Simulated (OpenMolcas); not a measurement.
**Re⁵⁺ among point charges: CASSCF and CASPT2 levels and susceptibility**

Aim: the splitting of the states of Re⁵⁺ in the field of 4 point charges, its lowest levels with spin-orbit coupling and its magnetic susceptibility.

The numbers are computed with OpenMolcas 26.06 (state-averaged CASSCF and CASPT2, spin-orbit coupling by RASSI with atomic mean-field integrals), except any that are marked as measured or tabulated.

## (1) What is computed

* Species: Re⁵⁺ (rhenium, Z = 75, 70 electrons)
* Basis: ANO-RCC-VDZP [7s6p4d2f1g], 68 functions
* Scalar Hamiltonian: DKH2, point nucleus
* Inactive shells: 1s 2s 2p 3s 3p 3d 4s 4p 4d 4f 5s 5p
* Active space: 2 electrons in 5 orbitals (5d)
* Some configurations of this space: 5d2
* Orbitals: optimised for each spin and parity, averaged over all roots

Outer shells as boxes (Hund's rule):

5d2
```
5d [↑ ][↑ ][  ][  ][  ]
```

The ion sits among 4 point charges of -2 e arranged as a square (D4h), 2.08 Å from the ion.

The work runs as a chain of OpenMolcas steps in one folder; each step below is one input file. Labels, J, g values, rates, χT and fits are worked out afterwards by a script from the matrices that RASSI stores. The input lists half of the charges; inversion (Group=XYZ) makes the rest.

## (2) GATEWAY and SEWARD: basis and integrals

a.inp reads:

```
&GATEWAY
Coord
1

Re 0.0 0.0 0.0
Basis=ANO-RCC-VDZP
Group=XYZ
NoMove
AngMom=0.0 0.0 0.0
AMFI
XField
2 Angstrom 0
2.080000 0.000000 0.000000 -2.000000
0.000000 2.080000 0.000000 -2.000000
&SEWARD
```

Launch:

```console
> OMP_NUM_THREADS=1 MOLCAS_MEM=1689 MOLCAS_PROJECT=a pymolcas a.inp > a.log
```

## (3) Reference wave functions, triplets of even parity, 10 roots

a.inp reads:

```
&RASSCF
FileOrb=start.orb
Symmetry=1
Spin=3
nActEl=2 0 0
Inactive=15 19
Ras2=5 0
CIRoot=10 10 1
SDav=10
CIMx=300
Iter=120 100
PrWF=0.3
OrbListing=Nothing
MaxOrb=0
>>> COPY $Project.JobIph JOB001
```

start.orb holds the contracted functions of the basis, ordered by shell, or the orbitals of the step before.

## (4) Reference wave functions, singlets of even parity, 15 roots

a.inp reads:

```
&RASSCF
FileOrb=start.orb
Symmetry=1
Spin=1
nActEl=2 0 0
Inactive=15 19
Ras2=5 0
CIRoot=15 15 1
SDav=15
CIMx=300
Iter=120 100
PrWF=0.3
OrbListing=Nothing
MaxOrb=0
>>> COPY $Project.JobIph JOB002
```

## (5) State interaction with spin-orbit coupling

a.inp reads:

```
&RASSI
NrOfJobIphs=2 10 15
1 2 3 4 5 6 7 8 9 10
1 2 3 4 5 6 7 8 9 10 11 12 13 14 15
IphNames
JOB001
JOB002
EJob
SpinOrbit
DIPRint=1.0
SOCoupling=1000.0
Subsets=2
Property=9
'ANGMOM' 1 'ANGMOM' 2 'ANGMOM' 3 'MLTPL  1' 1 'MLTPL  1' 2 'MLTPL  1' 3
'AMFI' 1 'AMFI' 2 'AMFI' 3
SOProperty=3
'ANGMOM' 1 'ANGMOM' 2 'ANGMOM' 3
```

## (6) CASPT2: IPEA 0.25, imaginary shift 0.1 (closed shells correlated: 5s 5p)

a.inp reads:

```
>>> COPY JOB001 $Project.JobIph
&CASPT2
Multistate=10 1 2 3 4 5 6 7 8 9 10
NoMult
Frozen=14 16
IPEA=0.25
Imaginary=0.1
MaxIter=60
WThr=0.0 0.3 0.05
PrWF=0.5
NoMix
>>> COPY JOB002 $Project.JobIph
&CASPT2
Multistate=15 1 2 3 4 5 6 7 8 9 10 11 12 13 14 15
NoMult
Frozen=14 16
IPEA=0.25
Imaginary=0.1
MaxIter=60
WThr=0.0 0.3 0.05
PrWF=0.5
NoMix
```

(Steps that only read results are left out.)

Q: Predict the outcome of this session. Wanted: spin-free ground state; first state of the same spin within the active space; lowest level; next level.

As calculated:

```
                                            quantity                                                                        value
                                              method  SS-CASPT2, IPEA 0.25, imaginary shift 0.1 (closed shells correlated: 5s 5p)
                              spin-free ground state                                               3E, 2-fold in its orbital part
first state of the same spin within the active space                                                             3A2 at 2340 cm⁻¹
                                        lowest level                                                                    1-fold A1
                                          next level                                                                  3810.7 cm⁻¹
                                         χT at 300 K                                                               0.02 cm³ K/mol
                           effective moment at 300 K                                                                      0.42 μB
```

Cost by method:

| method | time of its own steps | time with the reference |
| --- | --- | --- |
| A. CASSCF | 7 s | 7 s |
| B. SS-CASPT2, IPEA 0.25, imaginary shift 0.1, +5s 5p | 3.9 s | 11 s |

Times are of one thread on a shared host.

What this shows: The spin-free ground state (3E) comes to 67 % from free-ion F terms and keeps the highest spin of the shell. χT at 300 K is 0.02, against 1.00 cm³ K/mol for the spin alone, so spin-orbit coupling lowers it. The field of point charges can differ much from that of real complexes. This is an electrostatic model: the charges have no orbitals.
